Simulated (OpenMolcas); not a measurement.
**Fe³⁺ among point charges: CASSCF and CASPT2 levels and susceptibility**

Aim: the splitting of the states of Fe³⁺ in the field of 4 point charges, its lowest levels with spin-orbit coupling and its magnetic susceptibility.

The numbers are computed with OpenMolcas 26.06 (state-averaged CASSCF and CASPT2, spin-orbit coupling by RASSI with atomic mean-field integrals), except any that are marked as measured or tabulated.

### Step 1. Starting point

- Species: Fe³⁺ (iron, Z = 26, 23 electrons)
- Basis: ANO-RCC-VDZP [5s4p2d1f], 34 functions
- Scalar Hamiltonian: DKH2, point nucleus
- Inactive shells: 1s 2s 2p 3s 3p
- Active space: 5 electrons in 5 orbitals (3d)
- Some configurations of this space: 3d⁵
- Orbitals: optimised for each spin and parity, averaged over all roots

Outer shells as boxes (Hund's rule):

3d5
```
3d [↑ ][↑ ][↑ ][↑ ][↑ ]
```

The ion sits among 4 point charges of -1 e arranged as a tetrahedron (Td), 1.58 Å from the ion.

Each step is its own input file, run in one work folder so that later steps find the files of earlier ones. Labels, J, g values, rates, χT and fits are worked out afterwards by a script from the matrices that RASSI stores.

### Step 2. One- and two-electron integrals

The input, a.inp:

```
&GATEWAY
Coord
1

Fe 0.0 0.0 0.0
Basis=ANO-RCC-VDZP
Group=NoSym
NoMove
AngMom=0.0 0.0 0.0
AMFI
XField
4 Angstrom 0
0.912213 0.912213 0.912213 -1.000000
0.912213 -0.912213 -0.912213 -1.000000
-0.912213 0.912213 -0.912213 -1.000000
-0.912213 -0.912213 0.912213 -1.000000
&SEWARD
```

Launch:

```sh
$ OMP_NUM_THREADS=1 MOLCAS_MEM=1689 MOLCAS_PROJECT=a pymolcas a.inp > a.log
```

### Step 3. Reference wave functions, sextets, 1 root

The input, a.inp:

```
&RASSCF
FileOrb=start.orb
Symmetry=1
Spin=6
nActEl=5 0 0
Inactive=9
Ras2=5
CIRoot=1 1 1
SDav=1
CIMx=300
Iter=120 100
PrWF=0.3
OrbListing=Nothing
MaxOrb=0
>>> COPY $Project.JobIph JOB001
```

start.orb holds the contracted functions of the basis, ordered by shell, or the orbitals of the step before.

### Step 4. CASSCF: quartets, 24 roots

The input, a.inp:

```
&RASSCF
FileOrb=start.orb
Symmetry=1
Spin=4
nActEl=5 0 0
Inactive=9
Ras2=5
CIRoot=24 24 1
SDav=24
CIMx=300
Iter=120 100
PrWF=0.3
OrbListing=Nothing
MaxOrb=0
>>> COPY $Project.JobIph JOB002
```

### Step 5. Reference wave functions, doublets, 75 roots

The input, a.inp:

```
&RASSCF
FileOrb=start.orb
Symmetry=1
Spin=2
nActEl=5 0 0
Inactive=9
Ras2=5
CIRoot=75 75 1
SDav=75
CIMx=300
Iter=120 100
PrWF=0.3
OrbListing=Nothing
MaxOrb=0
>>> COPY $Project.JobIph JOB003
```

### Step 6. RASSI: spin-orbit coupling between the states

The input, a.inp:

```
&RASSI
NrOfJobIphs=3 1 24 75
1
1 2 3 4 5 6 7 8 9 10 11 12 13 14 15 16 17 18 19 20 21 22 23 24
1 2 3 4 5 6 7 8 9 10 11 12 13 14 15 16 17 18 19 20 21 22 23 24 25 26 27
28 29 30 31 32 33 34 35 36 37 38 39 40 41 42 43 44 45 46 47 48 49 50 51
52 53 54 55 56 57 58 59 60 61 62 63 64 65 66 67 68 69 70 71 72 73 74 75
IphNames
JOB001
JOB002
JOB003
EJob
SpinOrbit
DIPRint=1.0
SOCoupling=1000.0
Subsets=2
Property=9
'ANGMOM' 1 'ANGMOM' 2 'ANGMOM' 3 'MLTPL  1' 1 'MLTPL  1' 2 'MLTPL  1' 3
'AMFI' 1 'AMFI' 2 'AMFI' 3
SOProperty=3
'ANGMOM' 1 'ANGMOM' 2 'ANGMOM' 3
```

### Step 7. CASPT2: IPEA 0.25, imaginary shift 0.1 (closed shells correlated: 3s 3p)

The input, a.inp:

```
>>> COPY JOB001 $Project.JobIph
&CASPT2
Multistate=1 1
Frozen=5
IPEA=0.25
Imaginary=0.1
MaxIter=60
WThr=0.0 0.3 0.05
PrWF=0.5
NoMix
>>> COPY JOB002 $Project.JobIph
&CASPT2
Multistate=24 1 2 3 4 5 6 7 8 9 10 11 12 13 14 15 16 17 18 19 20 21 22
23 24
NoMult
Frozen=5
IPEA=0.25
Imaginary=0.1
MaxIter=60
WThr=0.0 0.3 0.05
PrWF=0.5
NoMix
>>> COPY JOB003 $Project.JobIph
&CASPT2
Multistate=75 1 2 3 4 5 6 7 8 9 10 11 12 13 14 15 16 17 18 19 20 21 22
23 24 25 26 27 28 29 30 31 32 33 34 35 36 37 38 39 40 41 42 43 44 45 46
47 48 49 50 51 52 53 54 55 56 57 58 59 60 61 62 63 64 65 66 67 68 69 70
71 72 73 74 75
NoMult
Frozen=5
IPEA=0.25
Imaginary=0.1
MaxIter=60
WThr=0.0 0.3 0.05
PrWF=0.5
NoMix
```

(Steps that only read results are left out.)

**Question.** What will these runs give? Wanted: spin-free ground state; lowest level; next level.

As calculated:

| quantity | value |
| --- | --- |
| method | SS-CASPT2, IPEA 0.25, imaginary shift 0.1 (closed shells correlated: 3s 3p) |
| spin-free ground state | 6A1, 1-fold in its orbital part |
| lowest level | 6-fold |
| next level | 33941.4 cm⁻¹ |
| χT at 300 K | 4.39 cm³ K/mol |
| effective moment at 300 K | 5.92 μB |

Cost by method:

```tsv
method	time of its own steps	time with the reference
A. CASSCF	36 s	36 s
B. SS-CASPT2, IPEA 0.25, imaginary shift 0.1, +3s 3p	10 s	46 s
```

Times are of one thread on a shared host.

The spin-free ground state (6A1) comes to 100 % from free-ion S terms and keeps the highest spin of the shell. χT at 300 K is 4.39, against 4.39 cm³ K/mol for the spin alone, as a half-filled shell (L = 0) has no orbital moment. An active space of the d shell alone favours high spin; real ions in strong fields can be low spin. A ligand-field fit to the states below 45000 cm-1 gives 10Dq = -2630 cm-1, B = 1080 cm-1 and C = 4522 cm-1 (C/B = 4.19), with a deviation of 445 cm-1. CASPT2 does not keep the components of a term degenerate, and the means are used. The field of point charges can differ much from that of real complexes. This is an electrostatic model: the charges have no orbitals.
